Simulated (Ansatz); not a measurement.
# CH₄FGaSe: one species, many methods

The task here is to estimate one member of a computed series from the others.

Program: Ansatz 0.2.0, Gaussian basis. Level of theory: functionals in def2-TZVPP, the program's frozen cores in correlated methods. These are calculated values, not measurements.

Levels to be run: LDA (SPW92), PBE-D4, revPBE-D4, BLYP-D4, r2SCAN-D4, B97M-V, PBE0-D4, B3LYP-D4, r2SCANh-D4, r2SCAN0-D4, HSE06-D4, BHLYP-D4, CAM-B3LYP-D4, LC-ωPBE, ωB97X-V, ωB97M-V, B2PLYP, PBE-QIDH; CCSD(T)/def2-SVP; CCSD(T)/def2-TZVPP; MP2/def2-QZVPP; extrapolation to the limit; RPA on PBE.

## The relaxed structure

An earlier PBE0-D4 in a triple-zeta def2 set relaxation fixed the geometry.

SMILES `[CH3][Ga]([F])[SeH]`, 8 atoms, charge 0, spin multiplicity 1.

Atoms are counted from 1 here; the program's logs count them from 0.

Bond lengths: C1–Ga2 1.947 Å, C1–H5 1.090 Å, C1–H6 1.092 Å, C1–H7 1.091 Å, Ga2–F3 1.762 Å, Ga2–Se4 2.316 Å, Se4–H8 1.469 Å. Angles: Ga2–C1–H5 111.4°, Ga2–C1–H6 109.3°, Ga2–C1–H7 109.4°, H5–C1–H6 109.1°, H5–C1–H7 109.5°, H6–C1–H7 108.1°, C1–Ga2–F3 118.2°, C1–Ga2–Se4 129.6°, F3–Ga2–Se4 112.2°, Ga2–Se4–H8 90.6°.

The first run:

in.yaml reads:

```yaml
crystal:
  periodic: [false, false, false]
  atoms:
    - {symbol: C, position_ang: [-0.096966, 1.353244, -0.526552]}
    - {symbol: Ga, position_ang: [0.183708, -0.407959, 0.254478]}
    - {symbol: F, position_ang: [1.602392, -0.652451, 1.271037]}
    - {symbol: Se, position_ang: [-1.099651, -2.326969, 0.067011]}
    - {symbol: H, position_ang: [-0.923678, 1.345326, -1.236216]}
    - {symbol: H, position_ang: [-0.314888, 2.069482, 0.268068]}
    - {symbol: H, position_ang: [0.814439, 1.674855, -1.033094]}
    - {symbol: H, position_ang: [-0.165336, -3.055508, 0.935257]}
basis:
  gaussian: {orbitals: def2-TZVPP}
hamiltonian: {xc: lda}
output: {orbitals: {seedname: orbitals}}
```

Run with:

```bash
$ ansatz run in.yaml --threads 2 --pin off --events-out ev --progress --plain --max-ram 32768MiB --backend cpu
```

Steps of the session up to this table: LDA; PBE-D4 (GGA); revPBE-D4 (GGA); BLYP-D4 (GGA); r2SCAN-D4 (meta-GGA); B97M-V (meta-GGA); B3LYP-D4 (hybrid); r2SCANh-D4 (hybrid); r2SCAN0-D4 (hybrid); HSE06-D4 (hybrid); BHLYP-D4 (hybrid); CAM-B3LYP-D4 (range-separated); LC-ωPBE (range-separated); ωB97X-V (range-separated); ωB97M-V (range-separated); B2PLYP (double hybrid); PBE-QIDH (double hybrid).

One table of the session follows, with a row left open; its other results are not shown here.

It belongs to the step «Frontier levels by functional». 

```
  functional  HOMO (eV)  gap (eV)
 LDA (SPW92)      -6.46      4.64
      PBE-D4      -6.30      4.75
   revPBE-D4          ?         ?
     BLYP-D4      -6.13      4.64
   r2SCAN-D4      -6.59      5.29
      B97M-V      -6.62      5.17
     PBE0-D4      -7.44      6.66
    B3LYP-D4      -7.20      6.16
  r2SCANh-D4      -7.01      5.97
  r2SCAN0-D4      -7.64      6.99
    HSE06-D4      -7.05      5.90
    BHLYP-D4      -8.42      8.38
CAM-B3LYP-D4      -8.71      8.82
     LC-ωPBE     -10.07     11.35
     ωB97X-V      -9.72     10.86
     ωB97M-V      -9.59     10.50
```

Estimate the missing values for revPBE-D4.

**Answer.** HOMO (eV): -6.24; gap (eV): 4.82. In the column «HOMO (eV)» it lies between PBE-D4 (-6.30) and BLYP-D4 (-6.13).
